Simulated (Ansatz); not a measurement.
**BFH5NOSi: one species, many methods**

How much do the methods differ for BFH5NOSi? The plan is to run it at one geometry with functionals of several rungs and with coupled cluster. The yardstick is the atomisation energy at the CCSD(T) limit.

Method: functionals in def2-TZVPP, the program's frozen cores in correlated methods; program: Ansatz 0.2.0, Gaussian basis.

The runs, in order: PBE-D4, r2SCAN-D4, PBE0-D4, B3LYP-D4, ωB97X-V, ωB97M-V, B2PLYP; CCSD(T)/def2-TZVPP; MP2/def2-QZVPP; extrapolation to the limit.

## (1) The geometry

The geometry comes from an earlier relaxation with PBE0-D4 in a triple-zeta def2 set; it is a stationary point, not always the lowest conformer.

SMILES `NB(O)[SiH2]F`, 10 atoms, charge 0, spin multiplicity 1.

Atoms are counted from 1 here; the program's logs count them from 0.

Bond lengths: N1–B2 1.398 Å, N1–H6 1.008 Å, N1–H7 1.003 Å, B2–O3 1.372 Å, B2–Si4 2.029 Å, O3–H8 0.959 Å, Si4–F5 1.620 Å, Si4–H9 1.489 Å, Si4–H10 1.489 Å. Angles: B2–N1–H6 121.8°, B2–N1–H7 124.1°, H6–N1–H7 114.1°, N1–B2–O3 117.9°, N1–B2–Si4 123.6°, O3–B2–Si4 118.5°, B2–O3–H8 113.2°, B2–Si4–F5 105.0°, B2–Si4–H9 114.8°, B2–Si4–H10 114.9°, F5–Si4–H9 107.1°, F5–Si4–H10 107.1°, H9–Si4–H10 107.4°.

## (2) PBE-D4 (GGA)

Input file in.yaml:

```yaml
crystal:
  periodic: [false, false, false]
  atoms:
    - {symbol: N, position_ang: [0.921052, -0.954199, 1.158704]}
    - {symbol: B, position_ang: [0.050615, -0.611403, 0.119856]}
    - {symbol: O, position_ang: [-0.613171, -1.625709, -0.523001]}
    - {symbol: Si, position_ang: [-0.280924, 1.297558, -0.483700]}
    - {symbol: F, position_ang: [-1.345320, 1.175295, -1.698307]}
    - {symbol: H, position_ang: [1.065323, -1.912043, 1.436426]}
    - {symbol: H, position_ang: [1.451883, -0.289037, 1.689421]}
    - {symbol: H, position_ang: [-1.191175, -1.315859, -1.223236]}
    - {symbol: H, position_ang: [-0.892126, 2.182322, 0.546626]}
    - {symbol: H, position_ang: [0.916842, 2.001675, -1.019889]}
basis:
  gaussian: {orbitals: def2-TZVPP}
hamiltonian: {xc: pbe, dispersion: d4}
output: {forces: true, orbitals: {seedname: orbitals}}
```

The run is started by

```sh
> ansatz run in.yaml --threads 4 --pin off --events-out ev --progress --plain --max-ram 10444MiB
```

The runs that follow: r2SCAN-D4 (meta-GGA); PBE0-D4 (hybrid); B3LYP-D4 (hybrid); ωB97X-V (range-separated); ωB97M-V (range-separated); B2PLYP (double hybrid); CCSD(T) in def2-TZVPP; MP2 in def2-QZVPP.

**Question.** What will the summary of the whole plan be? Wanted: atomisation energy, CCSD(T)/CBS; farthest; mean size of error, hybrid; mean size of error, range-separated; gap, smallest and largest; T1 diagnostic; triples share of the correlation energy.

**Answer**, as computed:

```
                               quantity                                  value
        atomisation energy, CCSD(T)/CBS                         909.7 kcal/mol
functionals within 4.5 kcal/mol (0.5 %)  r2SCAN-D4, B3LYP-D4, ωB97X-V, ωB97M-V
                               farthest                PBE-D4 (+14.6 kcal/mol)
             mean size of error, hybrid                           3.0 kcal/mol
    mean size of error, range-separated                           3.3 kcal/mol
              gap, smallest and largest   5.63 eV (PBE-D4), 12.26 eV (ωB97X-V)
                          T1 diagnostic                                 0.0126
triples share of the correlation energy                                  3.3 %
```

In words: PBE-D4 misses by +14.6 kcal/mol. Double hybrids carry the basis error of their MP2 part in triple zeta, and no dispersion term here, so their miss is partly the set-up's. The reference freezes the cores and leaves out relativity and excitations past (T), so misses under about 4.5 kcal/mol can't be ranked. Hartree-Fock recovers 73 % of the binding; the rest is correlation. The gap grows from 5.6 to 12.3 eV across the functionals, mostly with the share of exact exchange.
